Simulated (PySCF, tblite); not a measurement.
# C3H10B2NS radical: geometry, infrared bands and EPR parameters

Wanted: the infrared bands and EPR parameters of C3H10B2NS radical (`CNB[CH]BSC`), by calculation.

The runs use tblite 0.8.0 and PySCF 2.14.0, with density-fitted response routines of our own; the level of theory stands in each step. All values are computed, except where a source is named. Atoms are numbered from 0 throughout.

## 1. The starting structure

17 atoms, charge 0, multiplicity 2; geometry from: force field or distance geometry start.

Bonds of the start (Å): C0–N1 1.46, N1–B2 1.55, B2–C3 1.58, C3–B4 1.60, B4–S5 1.89, S5–C6 1.82, C0–H7 1.12, C0–H8 1.11, C0–H9 1.10, N1–H10 1.04, B2–H11 1.19, C3–H12 1.12, B4–H13 1.17, C6–H14 1.11, C6–H15 1.13, C6–H16 1.11.

## 2. Geometry optimisation with GFN2-xTB

The job: settings as JSON, then the geometry in Å.

```
{"job": {"kind": "relax", "xc": "GFN2-xTB", "basis": "xTB"}, "charge": 0, "multiplicity": 2}
C     -1.531700     1.633200    -0.123800
N     -1.723900     0.417400    -0.914000
B     -1.346800    -0.807300    -0.050800
C     -0.226100    -1.794600    -0.554200
B      1.028900    -1.721000     0.427900
S      2.723800    -1.295400    -0.282900
C      2.506900     0.504700    -0.098500
H     -2.200800     1.649500     0.773400
H     -1.791200     2.509000    -0.753800
H     -0.485500     1.746300     0.202300
H     -2.737500     0.327200    -1.140900
H     -1.914700    -1.003700     0.973800
H     -0.629800    -2.835500    -0.551200
H      0.917200    -1.955400     1.570200
H      1.671900     0.859100    -0.740700
H      2.292400     0.761000     0.976700
H      3.440000     1.017400    -0.404100
```

The run is started by

```sh
OMP_NUM_THREADS=1 python probes_run.py task.json out
```

The driver reads the jobs from task.json and runs them one after another.

**Question.** This job is followed by: GFN2-xTB harmonic vibrations, gas phase; UKS B3LYP, pcH-1 on B C H N S, non-relativistic, mean-field spin-orbit, GIAO. What will the session give for the following? strongest single infrared mode (GFN2-xTB); zero-point energy (GFN2-xTB); g(iso) (B3LYP); ⟨S²⟩; largest a(iso) (averaged by class); surface potential, 1st and 99th percentile.

The runs gave:

```
                                 quantity                  value
strongest single infrared mode (GFN2-xTB)  2621 cm⁻¹, 206 km/mol
             zero-point energy (GFN2-xTB)          82.7 kcal/mol
                           g(iso) (B3LYP)                2.00568
                                     ⟨S²⟩     0.758 (exact 0.75)
       largest a(iso) (averaged by class)    13C on C3, 43.2 MHz
    surface potential, 1st and 99th percentile     -0.79 V and 1.64 V
```

**Reading.** Relaxing lowered the energy by 2.906 eV in 210 steps; the close pair that moved most is N1–B2, from 1.545 to 1.395 Å. No mode is imaginary among the 45: a minimum at this level. The strongest single mode, at 2621 cm⁻¹, moves mainly H13. Unscaled tight-binding wavenumbers are off by several per cent, some by more. Its intensities can rank the bands wrongly. Most of the unpaired spin sits on C3 (0.75 e). The isotropic g lies 3.4 ppt above the free-electron value.
